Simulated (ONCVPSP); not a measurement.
# An ONCV potential for copper, from input to tests

Do these settings give a usable potential? It is generated, then checked for transferability, scattering, ghosts and hardness.

The numbers are computed with ONCVPSP 4.0.1.1 (patched build) (PBEsol, scalar-relativistic, spin-unpolarised reference atom).

## (1) Starting point

The settings as typed:

```json
{
 "element": "copper (Cu, Z = 29)",
 "type": "optimised norm-conserving Vanderbilt (ONCV)",
 "frozen core": "[Ne]",
 "valence charge": "19",
 "reference configuration": "3s2 3p6 3d10 4s1",
 "partial waves": "3s+4s: rc 1.35 bohr, ncon 3, nbas 6, qcut 9.6 1/bohr, 2 projectors; 3p: rc 1.15 bohr, ncon 4, nbas 8, qcut 9.5 1/bohr, 1 projector; 3d: rc 1.15 bohr, ncon 4, nbas 8, qcut 13.6 1/bohr, local",
 "local potential": "the d channel",
 "core correction": "Teter function fitted to the true core (icmod 2), fcfact 0.35"
}
```

The outer shells as boxes (Hund's rule for the drawing; the calculation is spin-unpolarised):

```
[Ne] core
3s [↑↓]
3p [↑↓][↑↓][↑↓]
3d [↑↓][↑↓][↑↓][↑↓][↑↓]
4s [↑ ]
```

## (2) Generating the potential

Input file Cu.dat:

```
# ATOM AND REFERENCE CONFIGURATION
# atsym  z   nc   nv     iexc    psfile
  Cu 29.00    3    4  -116133      upf
#
#   n    l    f
    1    0    2.00
    2    0    2.00
    2    1    6.00
    3    0    2.00
    3    1    6.00
    3    2   10.00
    4    0    1.00
#
# PSEUDOPOTENTIAL AND OPTIMIZATION
# lmax
    2
#
#   l,   rc,      ep,       ncon, nbas, qcut
    0    1.35    0.00    3    6    9.60
    1    1.15    0.00    4    8    9.50
    2    1.15    0.00    4    8   13.60
#
# LOCAL POTENTIAL
# lloc, lpopt,  rc(5),   dvloc0
    2    5    1.15    0.00
#
# VANDERBILT-KLEINMAN-BYLANDER PROJECTORs
# l, nproj, debl
    0    2    3.20
    1    1    3.20
    2    0    0.50
#
# MODEL CORE CHARGE
# icmod, fcfact, rcfact
    2    0.35    0.80
#
# LOG DERIVATIVE ANALYSIS
# epsh1, epsh2, depsh
   -6.00    5.00    0.04
#
# OUTPUT GRID
# rlmax, drl
    6.00    0.01
#
# TEST CONFIGURATIONS
# ncnf
    4
# nvcnf
#   n    l    f
    4
    3    0    2.00
    3    1    6.00
    3    2   10.00
    4    0    0.00
#
    4
    3    0    2.00
    3    1    6.00
    3    2    9.00
    4    0    0.00
#
    4
    3    0    2.00
    3    1    6.00
    3    2    8.00
    4    0    0.00
#
    4
    3    0    2.00
    3    1    6.00
    3    2    7.00
    4    0    0.00
#
```

Started as:

```
$ oncvpsp.x < Cu.dat > Cu.out
```

**Question.** What will these runs give? Wanted: cutoffs for 1 and 0.1 mHa per electron, occupied waves; bound ghosts; GHOST(+) flags; largest test error; largest phase difference near zero energy, channels read; rms error of d²Exc/dn², without and with the model core.

The runs gave:

| quantity | value |
| --- | --- |
| cutoffs for 1 and 0.1 mHa per electron, occupied waves | 74 Ha and 83 Ha |
| bound ghosts | s at -2706.80 eV |
| GHOST(+) flags | none at low energy |
| largest test error (AE − PS) | -26 meV, for 3s2 3p6 3d9 4s0 (2 tests unsolved) |
| largest phase difference near zero energy, channels read | 0.032 rad |
| rms error of d²Exc/dn², without and with the model core | 3.29 and 1.43 mHa |

It has a bound ghost (s), a state that the atom doesn't have, and that rules the file out. The worst unpolarised test, 3s2 3p6 3d9 4s0, is off by 26 meV on 29.4 eV; by total energies transferability rates as fair where solved. Of the tests 2 gave no usable energy difference, which is a warning in itself. By its cutoff, 74 Ha for the looser tolerance, it is very hard. At the looser tolerance the 3d wave is the slowest; 3p needs 40 Ha. Of the channels read, p scatters worst near zero energy, by up to 0.03 rad. These are tests on the free atom; a crystal test is still owed.
